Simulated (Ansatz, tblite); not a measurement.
# The cluster H₆Au₄−: rung by rung

Aim: run the doublet of the cluster H₆Au₄− at one geometry on many levels, and compare frontier levels, spin and run time.

The runs use Ansatz 0.2.0, Gaussian basis; as each input shows.

Plan: GFN1-xTB, GFN2-xTB, PBE-D4/def2-TZVPD, r2SCAN-D4/def2-TZVPD, revPBE-D4/def2-TZVPD, B2PLYP/def2-TZVPD, ωB97M-V/def2-TZVPD, MP2/def2-TZVPD, RPA/def2-TZVPD.

3 further runs of the same task are left out: 3 set aside as unsound or not needed. Runs told in other sessions of the task aren't counted.

## (1) The geometry

The doublet was relaxed beforehand with PBE-D4/def2-SVPD. At that level it is the lowest of the isomers that a small search found.

10 atoms, charge -1, spin multiplicity 2.

Bond lengths: Au1–Au2 2.749 Å, Au1–Au4 2.819 Å, Au1–H6 1.709 Å, Au1–H7 1.777 Å, Au2–Au3 2.792 Å, Au2–H5 1.810 Å, Au2–H7 1.738 Å, Au2–H8 1.748 Å, Au3–H5 1.859 Å, Au3–H8 1.853 Å, Au3–H10 1.624 Å, Au4–H6 1.800 Å, Au4–H9 1.616 Å. Angles: Au2–Au1–Au4 172.4°, Au2–Au1–H6 147.7°, Au2–Au1–H7 38.0°, Au4–Au1–H6 37.6°, Au4–Au1–H7 137.1°, H6–Au1–H7 173.8°, Au1–Au2–Au3 169.8°, Au1–Au2–H5 149.1°, Au1–Au2–H7 39.0°, Au1–Au2–H8 129.2°, Au3–Au2–H5 41.1°, Au3–Au2–H7 151.2°, Au3–Au2–H8 40.6°, H5–Au2–H7 110.1°, H5–Au2–H8 81.7°, H7–Au2–H8 168.3°, Au2–Au3–H5 39.8°, Au2–Au3–H8 37.8° and more.

Au takes a core potential in the def2 sets. No spin-orbit coupling is included. The ion is computed in the gas phase, without counter-ions or solvent.

PBE0-D4/def2-TZVPD was run before; its log isn't repeated, and its numbers join the tables.

## (2) GFN1-xTB

Tight binding, by tblite at 300 K electronic temperature and without a spin-polarisation term:

```python
tblite.interface.Calculator('GFN1-xTB', numbers, positions, charge=-1, uhf=1).singlepoint()
```

Energy -523.3092 eV; 0.007 s.

## (3) GFN2-xTB

Tight binding, by tblite at 300 K electronic temperature and without a spin-polarisation term:

```python
tblite.interface.Calculator('GFN2-xTB', numbers, positions, charge=-1, uhf=1).singlepoint()
```

Energy -510.6768 eV; 0.006 s.

## (4) PBE-D4/def2-TZVPD

start.molden holds the orbitals of an earlier run on this state, given as this run's starting guess.

Input file in.yaml:

```yaml
crystal:
  periodic: [false, false, false]
  atoms:
    - {symbol: Au, position_ang: [-0.842831, 1.189663, -0.770114]}
    - {symbol: Au, position_ang: [0.567196, -0.861568, 0.396719]}
    - {symbol: Au, position_ang: [2.400861, -2.705569, 1.412419]}
    - {symbol: Au, position_ang: [-2.451367, 3.337412, -1.635374]}
    - {symbol: H, position_ang: [0.567403, -2.405171, 1.341083]}
    - {symbol: H, position_ang: [-0.804987, 2.614704, -1.712749]}
    - {symbol: H, position_ang: [-1.063212, -0.313590, 0.150692]}
    - {symbol: H, position_ang: [2.294083, -1.124390, 0.451557]}
    - {symbol: H, position_ang: [-3.790228, 4.231834, -1.777645]}
    - {symbol: H, position_ang: [3.123082, -3.963325, 2.143421]}
basis:
  gaussian: {orbitals: def2-TZVPD, initial_orbitals: start.molden}
total_charge: -1
magnetization: {spin_polarized: true, initial_magnetization: 1}
hamiltonian: {xc: pbe, dispersion: d4}
scf: {omitted_lower_state_checks: [starts]}
output: {forces: true, orbitals: {seedname: orbitals}}
```

Command:

```sh
$ ansatz run in.yaml --threads 4 --pin off --events-out ev --progress --plain --max-ram 4787MiB
```

After this run come: r2SCAN-D4/def2-TZVPD; revPBE-D4/def2-TZVPD; B2PLYP/def2-TZVPD; ωB97M-V/def2-TZVPD; MP2/def2-TZVPD; RPA/def2-TZVPD.

Q: Predict the results of all the runs planned. Wanted: gap in def2-TZVPD, named functionals, smallest and largest; correlation energy, MP2/def2-TZVPD; ⟨S²⟩ in def2-TZVPD, named functionals, smallest and largest.

As calculated:

| quantity | value |
| --- | --- |
| gap in def2-TZVPD, named functionals, smallest and largest | 0.53 eV (PBE-D4), 5.62 eV (ωB97M-V) |
| correlation energy, MP2/def2-TZVPD | -52.63 eV |
| ⟨S²⟩ in def2-TZVPD, named functionals, smallest and largest | 0.753, 0.759 |

In words: Orbital gaps of the named functionals in def2-TZVPD span 0.53 eV (PBE-D4) to 5.62 eV (ωB97M-V); exact exchange widens it. Over the named functionals in def2-TZVPD spin contamination reaches 0.01 (ωB97M-V), which is small.
